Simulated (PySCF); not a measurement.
Crystal: SAlClBrH, in a box.

```
CELL_PARAMETERS angstrom
12.00000 0.00000 0.00000
0.00000 13.00000 0.00000
0.00000 0.00000 12.00000
ATOMIC_POSITIONS crystal
S 0.48789 0.62073 0.53719
Al 0.49831 0.45611 0.51605
Cl 0.60545 0.37357 0.61850
Br 0.39672 0.37438 0.38716
H 0.41222 0.62966 0.45503
```

Program: PySCF 2.14.0. Alike in all runs: task atomic charges; potentials or basis 6-31g* (all-electron); no spin polarisation; cell as given; k mesh 1 × 1 × 1; smearing fixed.

**Question.** Order these runs on this cell by their band gap on the k mesh, lowest first.
A. level HSE06+D4; three-body dispersion term yes; exxdiv ewald
B. level HCTH407
C. level r2SCAN+D4; three-body dispersion term yes
D. level r2SCAN0+D3(BJ); three-body dispersion term no; exxdiv ewald

**Answer.** B (5.06 eV), C (5.65 eV), A (6.21 eV), D (7.44 eV).

Caveats: this is a molecule in a periodic box at the Γ point, so its band gap is the HOMO-LUMO gap; relativity is left out, which matters for the heavier elements; the basis of atomic orbitals isn't converged, which shifts pressures, moduli and gaps; this program's HSE differs a little from the usual definition (some runs).

A k mesh can miss the band edges.

Not every run made on this cell is shown here.
